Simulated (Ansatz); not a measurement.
# CsK3, space group Fm-3m: a convergence test of the k-point mesh

Computed with Ansatz 0.2.0 through its Python package.

`csk3.py`
```python
'''k-point test for CsK3.'''

import csv

import ansatz as az
from pymatgen.core import Lattice, Structure
from pymatgen.io.ase import AseAtomsAdaptor

pmg_structure = Structure(
    Lattice([(0.0, 5.54686, 5.54686), (5.54686, 0.0, 5.54686), (5.54686, 5.54686, 0.0)]),
    ['K', 'K', 'K', 'Cs'],
    [
        (0.25, 0.25, 0.25),
        (0.75, 0.75, 0.75),
        (0.5, 0.5, 0.5),
        (0.0, 0.0, 0.0),
    ],
)
structure = az.Crystal.from_ase(AseAtomsAdaptor.get_atoms(pmg_structure))

model = structure.calculation()
model = model.basis(380)
model = model.eigensolver('davidson', mixed_precision=False)
model = model.scf(max_iterations=200)
model = model.occupations(az.OccupationsMethod.FERMI_DIRAC, width=0.15).functional('pbesol')

rows = []
for value in [1.0, 0.6, 0.4, 0.3]:
    data = model.kpoints(spacing=value).run(threads=1, pin='off').report
    rows.append((value, data['free_energy_ev'] / len(data['lattice']['sites']), data['n_iterations'], data['n_kpoints']))

with open('kconv.csv', 'w', newline='') as handle:
    writer = csv.writer(handle)
    writer.writerow(['spacing (1/A)', 'F/atom (eV)', 'iterations', 'k-points'])
    writer.writerows([round(v, 5) if isinstance(v, float) else v for v in row] for row in rows)

# the last row is the reference
for row in rows[:-1]:
    shift = 1000 * (row[1] - rows[-1][1])
    print(f'{row[0]}: {shift:+.2f} meV/atom' + ('  (within 2 meV)' if abs(shift) < 2 else ''))
```

```console
$ python csk3.py
DeckWarning: basis.ecutwfc = 380 eV is below the records' recommended 420 eV, and the density's cutoff is lower with it unless basis.ecutrho_ratio is high enough to keep the records' density cutoff: compare with a run at a higher cutoff
1.0: +143.25 meV/atom
0.6: -62.48 meV/atom
0.4: -8.46 meV/atom
```
(Warnings from the package without file and line.)

File `kconv.csv` afterwards:
```csv
spacing (1/A),F/atom (eV),iterations,k-points
1.0,-2533.34835,6,1
0.6,-2533.55408,6,3
0.4,-2533.50007,6,4
0.3,-2533.4916,7,8
```

Caveats:
- The cutoff lies under the one recommended for these potentials.
- The smearing is wide enough that free energy and stress hold a thermal part of the electrons.
- The structure comes from a database of computed cells and needn't be a stable or known phase.
- Shifts are counted from the finest mesh, which is itself no proven limit.
- Timing: 6.9 s on 1 thread of Arm Neoverse V2 (shared host), peak memory 0.54 GiB.
